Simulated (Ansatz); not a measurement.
# HfH₂ClO₂F: small, medium and large basis sets

How large a basis does HfH₂ClO₂F need? Two functionals are run in growing sets.

Program: Ansatz 0.2.0, Gaussian basis. Level of theory: one geometry, several basis sets. These are calculated values, not measurements.

The runs, in order: PBE0-D4/def2-SVP; ωB97M-V/def2-SVP; PBE0-D4/def2-QZVPP; ωB97M-V/def2-QZVPP; the functionals' def2-TZVPP values are taken from earlier runs.

### Step 1. Structure used throughout

The geometry comes from an earlier relaxation with PBE0-D4/def2-TZVP; it is a stationary point, not always the lowest conformer. Hf takes the def2 core potential; no spin-orbit term is included.

SMILES `[OH][Hf]([OH])([F])[Cl]`, 7 atoms, charge 0, spin multiplicity 1.

Atoms are counted from 1 here; the program's logs count them from 0.

Bond lengths: O1–Hf2 1.903 Å, O1–H6 0.951 Å, Hf2–O3 1.903 Å, Hf2–F4 1.909 Å, Hf2–Cl5 2.365 Å, O3–H7 0.951 Å. Angles: Hf2–O1–H6 171.6°, O1–Hf2–O3 111.5°, O1–Hf2–F4 108.5°, O1–Hf2–Cl5 109.5°, O3–Hf2–F4 108.5°, O3–Hf2–Cl5 109.5°, F4–Hf2–Cl5 109.3°, Hf2–O3–H7 172.0°.

Geometry (Å):

```xyz
7

O     0.16826    1.10303    1.26286
Hf   -0.10625   -0.41162    0.14322
O     0.37803   -0.04194   -1.65996
F     0.98585   -1.84073    0.78166
Cl   -2.37886   -1.06130    0.23460
H     0.35565    1.92238    1.70816
H     0.65854    0.26218   -2.51644
```

### Step 2. PBE0-D4 in def2-SVP

Contents of in.yaml:

```yaml
crystal:
  periodic: [false, false, false]
  atoms:
    - {symbol: O, position_ang: [0.168258, 1.103026, 1.262863]}
    - {symbol: Hf, position_ang: [-0.106249, -0.411616, 0.143218]}
    - {symbol: O, position_ang: [0.378026, -0.041937, -1.659965]}
    - {symbol: F, position_ang: [0.985847, -1.840728, 0.781662]}
    - {symbol: Cl, position_ang: [-2.378864, -1.061303, 0.234602]}
    - {symbol: H, position_ang: [0.355646, 1.922380, 1.708159]}
    - {symbol: H, position_ang: [0.658537, 0.262178, -2.516437]}
basis:
  gaussian: {orbitals: def2-SVP}
hamiltonian: {xc: pbe0, dispersion: d4}
output: {orbitals: {seedname: orbitals}}
```

Started as:

```
> ansatz run in.yaml --threads 2 --pin off --events-out ev --progress --plain --max-ram 32768MiB --backend cpu
```

Further steps of the session: ωB97M-V in def2-SVP; PBE0-D4 in def2-QZVPP; ωB97M-V in def2-QZVPP.

Q: Predict the results of all the runs planned. Wanted: PBE0-D4: double and triple zeta above quadruple; ωB97M-V: double and triple zeta above quadruple.

As calculated:

| quantity | value |
| --- | --- |
| PBE0-D4: double and triple zeta above quadruple | 13.94, 0.77 eV |
| ωB97M-V: double and triple zeta above quadruple | 14.05, 0.72 eV |

What this shows: PBE0-D4 gains 13.17 eV from double to triple zeta, then 0.77 eV more. Total energies overstate the basis error of differences, where much of it tends to cancel. The LUMO of ωB97M-V is positive and keeps falling with the basis (1.02 to 0.35 eV): an unbound level that the basis holds in place.
